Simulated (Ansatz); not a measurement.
# C₃H₅BO: a ladder of functionals and wavefunction methods

The task here is to estimate one member of a computed series from the others.

Computed with Ansatz 0.2.0, Gaussian basis. Level: functionals in def2-TZVPP, the program's frozen cores in correlated methods.

Levels to be run: LDA (SPW92), PBE-D4, revPBE-D4, BLYP-D4, r2SCAN-D4, B97M-V, PBE0-D4, B3LYP-D4, r2SCANh-D4, r2SCAN0-D4, HSE06-D4, BHLYP-D4, CAM-B3LYP-D4, LC-ωPBE, ωB97X-V, ωB97M-V, B2PLYP, PBE-QIDH; CCSD(T)/def2-SVP; CCSD(T)/def2-TZVPP; MP2/def2-QZVPP; extrapolation to the limit; RPA on PBE.

## The relaxed structure

The geometry comes from an earlier relaxation with PBE0-D4 in a triple-zeta def2 set; it is a stationary point, not always the lowest conformer.

SMILES `C=C1CBO1`, 10 atoms, charge 0, spin multiplicity 1.

Atoms are counted from 1 here; the program's logs count them from 0.

Bond lengths: C1–C2 1.317 Å, C1–H6 1.082 Å, C1–H7 1.081 Å, C2–C3 1.508 Å, C2–O5 1.404 Å, C3–B4 1.581 Å, C3–H8 1.091 Å, C3–H9 1.091 Å, B4–O5 1.379 Å, B4–H10 1.190 Å. Angles: C2–C1–H6 121.0°, C2–C1–H7 119.7°, H6–C1–H7 119.2°, C1–C2–C3 138.6°, C1–C2–O5 125.3°, C3–C2–O5 96.0°, C2–C3–B4 79.6°, C2–C3–H8 115.0°, C2–C3–H9 115.0°, B4–C3–H8 117.9°, B4–C3–H9 117.9°, H8–C3–H9 109.0°, C3–B4–O5 93.8°, C3–B4–H10 141.4°, O5–B4–H10 124.8°, C2–O5–B4 90.6°.

As a file:

```xyz
10
C3H5BO
C    -1.5790    0.7362   -0.1329
C    -0.3508    0.2606   -0.1524
C     0.5009   -0.7067    0.6300
B     1.5363   -0.2397   -0.4691
O     0.6407    0.6098   -1.0832
H    -1.9096    1.4579   -0.8685
H    -2.2711    0.4034    0.6283
H     0.1628   -1.7441    0.6044
H     0.6916   -0.4204    1.6657
H     2.6613   -0.4081   -0.8195
```

Set-up of the first run:

in.yaml reads:

```yaml
crystal:
  periodic: [false, false, false]
  atoms:
    - {symbol: C, position_ang: [-1.579027, 0.736213, -0.132867]}
    - {symbol: C, position_ang: [-0.350751, 0.260568, -0.152409]}
    - {symbol: C, position_ang: [0.500871, -0.706725, 0.630040]}
    - {symbol: B, position_ang: [1.536347, -0.239660, -0.469098]}
    - {symbol: O, position_ang: [0.640707, 0.609814, -1.083169]}
    - {symbol: H, position_ang: [-1.909581, 1.457888, -0.868528]}
    - {symbol: H, position_ang: [-2.271115, 0.403353, 0.628256]}
    - {symbol: H, position_ang: [0.162770, -1.744063, 0.604443]}
    - {symbol: H, position_ang: [0.691556, -0.420367, 1.665726]}
    - {symbol: H, position_ang: [2.661326, -0.408119, -0.819495]}
basis:
  gaussian: {orbitals: def2-TZVPP}
hamiltonian: {xc: lda}
output: {orbitals: {seedname: orbitals}}
```

Started as:

```
ansatz run in.yaml --threads 2 --pin off --events-out ev --progress --plain --max-ram 4352MiB
```

Among the steps run: LDA; PBE-D4 (GGA); revPBE-D4 (GGA); BLYP-D4 (GGA); r2SCAN-D4 (meta-GGA); B97M-V (meta-GGA); B3LYP-D4 (hybrid); r2SCANh-D4 (hybrid); r2SCAN0-D4 (hybrid); HSE06-D4 (hybrid); BHLYP-D4 (hybrid); CAM-B3LYP-D4 (range-separated); LC-ωPBE (range-separated); ωB97X-V (range-separated); ωB97M-V (range-separated); B2PLYP (double hybrid); PBE-QIDH (double hybrid).

One table of the session follows, with a row left open; its other results are not shown here.

It belongs to the step «Frontier levels by functional». 

| functional | HOMO (eV) | gap (eV) |
| --- | --- | --- |
| LDA (SPW92) | ? | ? |
| PBE-D4 | -6.16 | 4.62 |
| revPBE-D4 | -6.09 | 4.65 |
| BLYP-D4 | -6.00 | 4.59 |
| r2SCAN-D4 | -6.31 | 5.15 |
| B97M-V | -6.32 | 5.12 |
| PBE0-D4 | -7.27 | 6.74 |
| B3LYP-D4 | -7.05 | 6.27 |
| r2SCANh-D4 | -6.74 | 5.93 |
| r2SCAN0-D4 | -7.38 | 7.09 |
| HSE06-D4 | -6.87 | 5.96 |
| BHLYP-D4 | -8.23 | 8.72 |
| CAM-B3LYP-D4 | -8.60 | 9.15 |
| LC-ωPBE | -10.00 | 11.77 |
| ωB97X-V | -9.59 | 11.25 |
| ωB97M-V | -9.51 | 10.89 |

**Question.** Estimate the row for LDA (SPW92).

**Answer.** HOMO (eV): -6.37; gap (eV): 4.57. In the column «HOMO (eV)» it lies between r2SCANh-D4 (-6.74) and B97M-V (-6.32).
